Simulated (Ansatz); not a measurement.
# CH6FNSi: the cost of one run

Method: RKS BLYP/def2-SVP, in Ansatz 0.2.0.

## 1. Starting point

Bond lengths: Si1–F2 2.000 Å, Si1–N3 1.657 Å, Si1–H5 1.460 Å, Si1–C6 1.893 Å, N3–H7 1.002 Å, C6–H8 1.085 Å, C6–H9 1.086 Å, C6–H10 1.087 Å. Angles: F2–Si1–N3 76.1°, F2–Si1–H5 100.2°, F2–Si1–C6 106.3°, N3–Si1–H5 126.6°, N3–Si1–C6 121.4°, H5–Si1–C6 110.8°, Si1–N3–H7 133.7°, Si1–C6–H8 112.4°, Si1–C6–H9 110.6°, Si1–C6–H10 110.8°, H8–C6–H9 107.9°, H8–C6–H10 107.4°, H9–C6–H10 107.5°.

Coordinates:

```xyz
10

Si   -0.0962    0.5998    0.0122
F     1.8037    0.5129   -0.6080
N    -0.2207    0.4498   -1.6332
H     1.1171    0.4760   -1.6015
H    -0.0627    1.8449    0.7735
C    -0.3489   -0.8833    1.1606
H    -0.9687    0.5866   -2.2860
H     0.1744   -0.7699    2.1044
H     0.0052   -1.7961    0.6907
H    -1.4033   -1.0205    1.3875
```

## 2. Pulling towards end A

Springs on the bonds that form and break draw the guess towards this end; the thresholds are loose.

input.yaml

```yaml
crystal:
  periodic: [false, false, false]
  atoms:
    - { symbol: Si, position_ang: [-0.0962, 0.5998, 0.0122] }
    - { symbol: F, position_ang: [1.8037, 0.5129, -0.608] }
    - { symbol: "N", position_ang: [-0.2207, 0.4498, -1.6332] }
    - { symbol: H, position_ang: [1.1171, 0.476, -1.6015] }
    - { symbol: H, position_ang: [-0.0627, 1.8449, 0.7735] }
    - { symbol: C, position_ang: [-0.3489, -0.8833, 1.1606] }
    - { symbol: H, position_ang: [-0.9687, 0.5866, -2.286] }
    - { symbol: H, position_ang: [0.1744, -0.7699, 2.1044] }
    - { symbol: H, position_ang: [0.0052, -1.7961, 0.6907] }
    - { symbol: H, position_ang: [-1.4033, -1.0205, 1.3875] }
basis:
  gaussian: { orbitals: def2-SVP }
hamiltonian:
  xc: blyp
relax:
  f_tol: 0.15
  max_steps: 25
  restrain:
    - { distance: [3, 1], at: 2.18, k: 30.0 }
    - { distance: [0, 1], at: 1.68, k: 30.0 }
    - { distance: [3, 2], at: 1.02, k: 30.0 }
```

Run with:

```
$ ansatz run input.yaml --threads 2 --pin off --max-ram 3072MiB --backend cpu --events-out ev --progress --plain --runs-dir out
```

Q: Estimate wall time and peak memory on 2 threads of Intel Xeon 6975P-C (Granite Rapids), shared host.

About 7.4 s, with a peak of 0.16 GiB.
